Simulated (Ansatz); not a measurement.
Born–Oppenheimer molecular dynamics of a periodic cell of 16 atoms, C (start crystal C, start structure diamond, volume 1.05 times the crystal's). It starts from a structure without forces on its atoms.

Theory: DFT PBE, scalar-relativistic, plane waves, PAW (Ansatz 0.2.0). Settings: accuracy low, cutoff 420 eV, k mesh 3x3x3, fermi-dirac smearing 0.3 eV, no spin polarisation.

```
ensemble                      : NVE (velocity Verlet)
time step                     : 0.75 fs
steps asked                   : 80
starting velocities drawn for : 7000 K
seed                          : 886626
```

Frames 1.5 fs apart, positions in Å, forces in eV/Å.

Velocities at 37.5 fs (Å/ps):

```
C 19.29 19.99 -13.60
C 0.18 -12.29 -0.83
C -5.48 1.45 19.29
C -25.72 -17.09 12.00
C 2.40 -21.00 -11.66
C 15.30 1.68 -12.96
C -4.26 -8.90 -1.59
C -11.44 -11.49 9.33
C 1.23 6.88 20.05
C 2.98 31.01 -10.73
C -10.40 -6.44 11.73
C -0.61 18.34 20.82
C 14.29 8.78 -18.55
C 1.57 -20.05 -11.26
C 1.86 -4.54 4.87
C -1.19 13.67 -16.90
```

```xyz
16
Lattice="0.0000 3.6285 3.6285 3.6285 0.0000 3.6285 3.6285 3.6285 0.0000" Properties=species:S:1:pos:R:3:forces:R:3 time_fs=37.5 energy_less_start_eV=8.444 T=2671
C -0.063 0.024 -0.135 4.01 -1.23 4.38
C 0.918 0.846 1.004 -3.15 1.39 -3.58
C 1.799 1.867 0.065 0.46 -3.94 3.65
C 2.604 2.780 1.077 4.86 -1.13 -7.79
C 1.762 -0.019 1.866 1.60 -0.66 -2.47
C 2.803 0.913 2.570 -3.75 -1.92 5.91
C 3.567 1.858 1.838 2.63 -2.32 -4.79
C 4.576 2.481 2.711 -1.70 8.26 0.21
C -0.147 1.934 1.869 7.16 -4.97 0.32
C 0.989 2.669 2.609 -1.98 3.52 4.40
C 1.880 3.615 1.860 -5.70 6.15 1.33
C 2.732 4.703 2.838 -0.33 -6.07 -2.61
C 2.010 1.888 3.627 -8.26 -4.89 -3.02
C 2.781 2.660 4.498 -1.34 4.32 0.56
C 3.631 3.428 3.507 1.22 7.14 4.12
C 4.443 4.638 4.480 4.25 -3.65 -0.60
16
Lattice="0.0000 3.6285 3.6285 3.6285 0.0000 3.6285 3.6285 3.6285 0.0000" Properties=species:S:1:pos:R:3:forces:R:3 time_fs=39.0 energy_less_start_eV=8.941 T=2414
C -0.030 0.053 -0.151 3.23 -1.83 4.68
C 0.915 0.829 0.999 -2.89 1.50 -3.05
C 1.791 1.866 0.097 0.11 -3.81 2.74
C 2.570 2.753 1.089 5.29 -0.11 -6.99
C 1.767 -0.051 1.846 1.50 -0.23 -1.97
C 2.823 0.913 2.556 -4.74 -2.66 5.97
C 3.563 1.843 1.832 3.03 -1.24 -5.17
C 4.558 2.471 2.725 -0.99 8.24 -0.16
C -0.139 1.940 1.899 6.39 -4.69 -0.79
C 0.991 2.718 2.597 -2.70 1.81 5.28
C 1.859 3.611 1.879 -3.92 6.90 -0.23
C 2.731 4.725 2.867 -0.18 -6.48 -2.89
C 2.024 1.897 3.596 -8.57 -5.35 -2.83
C 2.782 2.634 4.482 -0.72 4.83 1.84
C 3.635 3.428 3.518 1.11 7.11 3.81
C 4.445 4.656 4.455 4.05 -4.00 -0.23
16
Lattice="0.0000 3.6285 3.6285 3.6285 0.0000 3.6285 3.6285 3.6285 0.0000" Properties=species:S:1:pos:R:3:forces:R:3 time_fs=40.5 energy_less_start_eV=8.575 T=2599
C 0.008 0.078 -0.159 2.05 -2.27 4.74
C 0.907 0.814 0.989 -2.31 1.60 -2.16
C 1.784 1.858 0.134 -0.37 -3.43 1.12
C 2.546 2.727 1.087 5.24 1.31 -5.27
C 1.775 -0.084 1.823 1.29 0.15 -1.37
C 2.833 0.909 2.553 -5.16 -2.85 5.44
C 3.565 1.825 1.815 3.03 -0.27 -4.82
C 4.537 2.476 2.739 -0.17 7.63 -0.50
C -0.119 1.938 1.927 5.15 -4.18 -2.03
C 0.989 2.771 2.595 -3.52 -0.33 6.01
C 1.832 3.620 1.897 -1.23 7.01 -2.46
C 2.729 4.735 2.891 -0.12 -6.54 -3.02
C 2.022 1.896 3.561 -7.95 -5.08 -1.95
C 2.782 2.617 4.469 -0.48 4.67 2.74
C 3.640 3.440 3.535 0.88 6.75 3.25
C 4.454 4.665 4.428 3.66 -4.18 0.29
16
Lattice="0.0000 3.6285 3.6285 3.6285 0.0000 3.6285 3.6285 3.6285 0.0000" Properties=species:S:1:pos:R:3:forces:R:3 time_fs=42.0 energy_less_start_eV=7.698 T=3048
C 0.050 0.100 -0.159 0.35 -2.52 4.55
C 0.896 0.802 0.976 -1.42 1.71 -0.92
C 1.775 1.843 0.173 -0.82 -2.87 -0.93
C 2.531 2.703 1.076 5.09 2.70 -3.21
C 1.785 -0.116 1.797 0.97 0.54 -0.60
C 2.835 0.900 2.559 -4.87 -2.46 4.25
C 3.572 1.807 1.791 2.54 0.44 -3.67
C 4.517 2.495 2.752 0.62 6.52 -0.92
C -0.090 1.927 1.953 3.59 -3.57 -3.10
C 0.980 2.823 2.603 -3.90 -2.57 6.22
C 1.802 3.641 1.910 1.52 6.61 -4.55
C 2.728 4.733 2.909 -0.14 -6.25 -3.07
C 2.006 1.886 3.522 -6.56 -4.15 -0.47
C 2.781 2.608 4.461 -0.61 4.01 3.01
C 3.648 3.465 3.559 0.51 6.02 2.45
C 4.470 4.668 4.403 3.15 -4.17 0.98
16
Lattice="0.0000 3.6285 3.6285 3.6285 0.0000 3.6285 3.6285 3.6285 0.0000" Properties=species:S:1:pos:R:3:forces:R:3 time_fs=43.5 energy_less_start_eV=6.752 T=3532
C 0.092 0.117 -0.150 -1.92 -2.54 4.11
C 0.881 0.794 0.960 -0.28 1.84 0.63
C 1.765 1.824 0.210 -1.06 -2.10 -3.03
C 2.525 2.683 1.059 4.95 3.69 -1.31
C 1.797 -0.147 1.771 0.54 0.99 0.37
C 2.828 0.886 2.574 -3.97 -1.70 2.55
C 3.583 1.790 1.760 1.64 0.98 -1.91
C 4.497 2.525 2.763 1.29 5.01 -1.41
C -0.055 1.911 1.972 1.83 -2.85 -3.81
C 0.964 2.870 2.623 -3.26 -4.44 5.35
C 1.776 3.674 1.916 3.48 5.49 -5.70
C 2.726 4.721 2.921 -0.22 -5.58 -3.09
C 1.979 1.868 3.482 -4.72 -2.80 1.23
C 2.779 2.606 4.459 -0.82 3.08 2.80
C 3.656 3.500 3.587 0.01 4.82 1.39
C 4.492 4.663 4.379 2.51 -3.88 1.82
16
Lattice="0.0000 3.6285 3.6285 3.6285 0.0000 3.6285 3.6285 3.6285 0.0000" Properties=species:S:1:pos:R:3:forces:R:3 time_fs=45.0 energy_less_start_eV=6.175 T=3828
C 0.131 0.129 -0.134 -4.65 -2.38 3.47
C 0.866 0.789 0.946 1.01 2.05 2.38
C 1.754 1.800 0.242 -0.88 -1.01 -4.78
C 2.528 2.670 1.040 4.72 4.05 0.06
C 1.810 -0.176 1.745 0.00 1.55 1.54
C 2.813 0.869 2.592 -2.72 -0.90 0.69
C 3.598 1.775 1.725 0.57 1.50 0.09
C 4.480 2.565 2.772 1.80 3.24 -1.89
C -0.016 1.889 1.985 -0.02 -2.03 -4.07
C 0.943 2.909 2.651 -1.46 -5.72 3.17
C 1.755 3.717 1.911 4.31 3.52 -5.55
C 2.723 4.698 2.928 -0.29 -4.50 -3.09
C 1.943 1.846 3.444 -2.76 -1.30 2.76
C 2.776 2.610 4.461 -0.80 2.06 2.32
C 3.665 3.544 3.618 -0.60 3.08 0.12
C 4.518 4.651 4.358 1.77 -3.21 2.76
16
Lattice="0.0000 3.6285 3.6285 3.6285 0.0000 3.6285 3.6285 3.6285 0.0000" Properties=species:S:1:pos:R:3:forces:R:3 time_fs=46.5 energy_less_start_eV=6.279 T=3774
C 0.162 0.137 -0.111 -7.48 -2.19 2.71
C 0.853 0.788 0.936 2.26 2.32 4.11
C 1.740 1.775 0.266 -0.21 0.46 -5.94
C 2.539 2.665 1.021 4.24 3.75 0.77
C 1.822 -0.203 1.721 -0.64 2.23 2.84
C 2.794 0.851 2.612 -1.40 -0.21 -0.98
C 3.613 1.762 1.690 -0.43 2.08 1.96
C 4.466 2.610 2.777 2.13 1.35 -2.23
C 0.022 1.864 1.990 -1.79 -1.11 -3.94
C 0.919 2.939 2.686 0.93 -6.55 0.11
C 1.742 3.766 1.896 4.33 0.94 -4.35
C 2.720 4.667 2.930 -0.33 -3.00 -3.05
C 1.902 1.821 3.411 -0.87 0.15 3.86
C 2.771 2.618 4.468 -0.42 1.04 1.70
C 3.672 3.594 3.648 -1.29 0.79 -1.27
C 4.547 4.633 4.343 0.97 -2.06 3.72
16
Lattice="0.0000 3.6285 3.6285 3.6285 0.0000 3.6285 3.6285 3.6285 0.0000" Properties=species:S:1:pos:R:3:forces:R:3 time_fs=48.0 energy_less_start_eV=7.066 T=3371
C 0.179 0.141 -0.084 -9.76 -2.16 1.88
C 0.844 0.790 0.934 3.22 2.54 5.40
C 1.727 1.751 0.278 0.83 2.13 -6.53
C 2.559 2.666 1.003 3.51 2.99 0.90
C 1.834 -0.225 1.703 -1.32 3.01 4.13
C 2.772 0.832 2.630 -0.24 0.40 -2.24
C 3.628 1.753 1.659 -1.22 2.62 3.48
C 4.456 2.658 2.779 2.30 -0.50 -2.36
C 0.058 1.837 1.988 -3.31 -0.15 -3.51
C 0.897 2.956 2.721 3.00 -7.04 -2.86
C 1.736 3.817 1.874 4.09 -1.81 -2.64
C 2.717 4.631 2.926 -0.34 -1.18 -2.94
C 1.859 1.796 3.385 0.84 1.39 4.44
C 2.765 2.627 4.478 0.26 0.09 0.98
C 3.677 3.645 3.677 -1.98 -1.85 -2.62
C 4.578 4.611 4.334 0.13 -0.48 4.49
16
Lattice="0.0000 3.6285 3.6285 3.6285 0.0000 3.6285 3.6285 3.6285 0.0000" Properties=species:S:1:pos:R:3:forces:R:3 time_fs=49.5 energy_less_start_eV=8.150 T=2817
C 0.178 0.141 -0.053 -10.86 -2.47 1.03
C 0.841 0.798 0.941 3.66 2.49 5.78
C 1.715 1.730 0.279 1.95 3.68 -6.69
C 2.584 2.672 0.987 2.70 2.12 0.64
C 1.843 -0.242 1.693 -1.94 3.78 5.22
C 2.750 0.814 2.644 0.67 0.95 -2.99
C 3.640 1.749 1.634 -1.75 3.00 4.62
C 4.450 2.705 2.776 2.31 -2.21 -2.28
C 0.087 1.809 1.980 -4.43 0.82 -2.87
C 0.880 2.961 2.751 4.11 -7.00 -4.86
C 1.738 3.864 1.847 3.93 -4.42 -0.75
C 2.713 4.592 2.916 -0.35 0.78 -2.74
C 1.818 1.774 3.368 2.32 2.35 4.56
C 2.760 2.636 4.489 1.05 -0.74 0.23
C 3.678 3.693 3.701 -2.53 -4.45 -3.68
C 4.609 4.589 4.333 -0.81 1.30 4.79
16
Lattice="0.0000 3.6285 3.6285 3.6285 0.0000 3.6285 3.6285 3.6285 0.0000" Properties=species:S:1:pos:R:3:forces:R:3 time_fs=51.0 energy_less_start_eV=8.995 T=2384
C 0.158 0.137 -0.020 -10.42 -3.03 0.26
C 0.844 0.810 0.958 3.53 1.99 4.89
C 1.706 1.717 0.268 2.80 4.78 -6.50
C 2.615 2.683 0.972 1.93 1.41 0.19
C 1.849 -0.253 1.692 -2.34 4.43 5.86
C 2.729 0.798 2.653 1.30 1.50 -3.23
C 3.650 1.750 1.618 -1.98 3.12 5.38
C 4.448 2.748 2.768 2.18 -3.68 -1.99
C 0.109 1.783 1.967 -5.12 1.80 -2.10
C 0.870 2.953 2.772 4.11 -6.30 -5.53
C 1.748 3.904 1.818 3.90 -6.75 1.15
C 2.708 4.555 2.902 -0.37 2.61 -2.45
C 1.781 1.756 3.358 3.55 3.04 4.38
C 2.756 2.645 4.501 1.69 -1.35 -0.43
C 3.675 3.732 3.718 -2.72 -6.51 -4.25
C 4.639 4.569 4.341 -2.04 2.94 4.38
16
Lattice="0.0000 3.6285 3.6285 3.6285 0.0000 3.6285 3.6285 3.6285 0.0000" Properties=species:S:1:pos:R:3:forces:R:3 time_fs=52.5 energy_less_start_eV=9.238 T=2259
C 0.120 0.127 0.013 -8.53 -3.55 -0.38
C 0.854 0.825 0.985 3.00 1.07 2.82
C 1.703 1.711 0.245 3.16 5.24 -5.95
C 2.649 2.696 0.957 1.19 0.99 -0.31
C 1.850 -0.255 1.701 -2.34 4.83 5.84
C 2.711 0.784 2.656 1.67 2.03 -3.03
C 3.656 1.757 1.611 -1.94 2.95 5.79
C 4.450 2.784 2.758 1.90 -4.87 -1.50
C 0.121 1.760 1.950 -5.45 2.81 -1.22
C 0.868 2.933 2.783 3.28 -5.11 -5.14
C 1.764 3.931 1.792 3.91 -8.68 2.91
C 2.703 4.523 2.883 -0.34 4.11 -2.05
C 1.750 1.743 3.356 4.53 3.43 4.08
C 2.756 2.651 4.512 1.96 -1.63 -0.88
C 3.667 3.760 3.727 -2.40 -7.75 -4.24
C 4.665 4.554 4.356 -3.60 4.13 3.25
16
Lattice="0.0000 3.6285 3.6285 3.6285 0.0000 3.6285 3.6285 3.6285 0.0000" Properties=species:S:1:pos:R:3:forces:R:3 time_fs=54.0 energy_less_start_eV=8.817 T=2475
C 0.066 0.110 0.045 -5.60 -3.71 -1.00
C 0.869 0.842 1.016 2.31 -0.02 0.09
C 1.705 1.715 0.211 3.01 5.05 -4.99
C 2.685 2.711 0.942 0.33 0.76 -0.68
C 1.848 -0.248 1.720 -1.89 4.92 5.06
C 2.695 0.774 2.654 1.83 2.52 -2.42
C 3.658 1.769 1.615 -1.63 2.51 5.87
C 4.455 2.812 2.744 1.48 -5.75 -0.80
C 0.124 1.742 1.931 -5.46 3.79 -0.31
C 0.871 2.905 2.785 2.02 -3.77 -4.23
C 1.787 3.943 1.771 3.70 -10.03 4.16
C 2.697 4.498 2.861 -0.19 5.15 -1.50
C 1.727 1.737 3.362 5.25 3.52 3.80
C 2.759 2.654 4.522 1.75 -1.56 -1.06
C 3.655 3.774 3.729 -1.65 -8.12 -3.79
C 4.685 4.547 4.378 -5.25 4.75 1.81
```

Of the whole run (60 fs, mean temperature of the second half 3463 K): The conserved energy stayed within 3.9 meV per atom of its start (net change 1.7 meV per atom), so the integration is sound. The temperature averaged 0.49 of the 7000 K drawn at the start: a run that starts near a minimum puts about half its kinetic energy into the potential. A run of 0.06 ps of so small a system gives no equilibrium averages. Limits of this set-up: coarse k mesh, low accuracy level.

The run took 6 min on 1 thread of Arm Neoverse V2, with other jobs on the host, peak memory 0.4 GiB.
